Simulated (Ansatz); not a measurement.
The system is VB4Os.

```
Os V B
1.0
     2.87749    0.00000    0.00000
    -1.43874    2.49198    0.00000
     0.00000    0.00000    7.45371
Os V B
1 1 4
Direct
  0.33333 0.66667 0.50000
  0.00000 0.00000 0.00000
  0.00000 0.00000 0.29052
  0.33333 0.66667 0.20308
  0.33333 0.66667 0.79692
  0.00000 0.00000 0.70948
```

The cell comes from a database or a generator and needn't be the stable form of this composition.

* Program: Ansatz 0.2.0
* Task: single point
* Functional: PBE
* Potentials or basis: Ansatz PAW
* Cutoff: 420 eV (not typed: the program's choice for these potentials)
* k mesh: 11 × 11 × 4
* Occupations: fermi-dirac, width 0.05 eV
* Spin: collinear spin, ferromagnetic start
* Starting moments: [1.0, 2.0, 0.0, 0.0, 0.0, 0.0] μB

On this cell: pressure -0.7 GPa; largest force 0.082 eV/Å; net moment 0.00 μB per cell; band gap on the k mesh none (metal or under the smearing width).

The same run follows on a disturbed copy (atoms moved at random, drawn with an rms of 0.05 Å):

```xyz
6
Lattice="2.8775 0.0000 0.0000 -1.4387 2.4920 0.0000 0.0000 0.0000 7.4537" Properties=species:S:1:pos:R:3 pbc="T T T"
Os   -0.0009    1.6720    3.6850
V     0.0301    0.0234   -0.0128
B    -0.0062   -0.0391    2.1214
B     0.0361    1.6815    1.4714
B    -0.0443    1.6230    5.8752
B     0.0052    0.0263    5.2372
```

Problem. What changes?

Solution. The energy (extrapolated to zero smearing) moves by +13.4 meV/atom; pressure 0.3 GPa; largest force 0.947 eV/Å; net moment 0.00 μB per cell; band gap on the k mesh none (metal or under the smearing width).

Forces on the atoms (eV/Å):
```
Os   0.015 -0.209  0.051
V   -0.246 -0.258 -0.678
B    0.478  0.693  0.174
B   -0.439 -0.365  0.012
B    0.402  0.695  0.501
B   -0.210 -0.556 -0.060
```

Stress tensor (GPa, compression positive):
```
-0.05 -0.05  0.98
-0.05  0.43  1.14
 0.98  1.14  0.44
```

Caveats: the starting moments weren't kept.
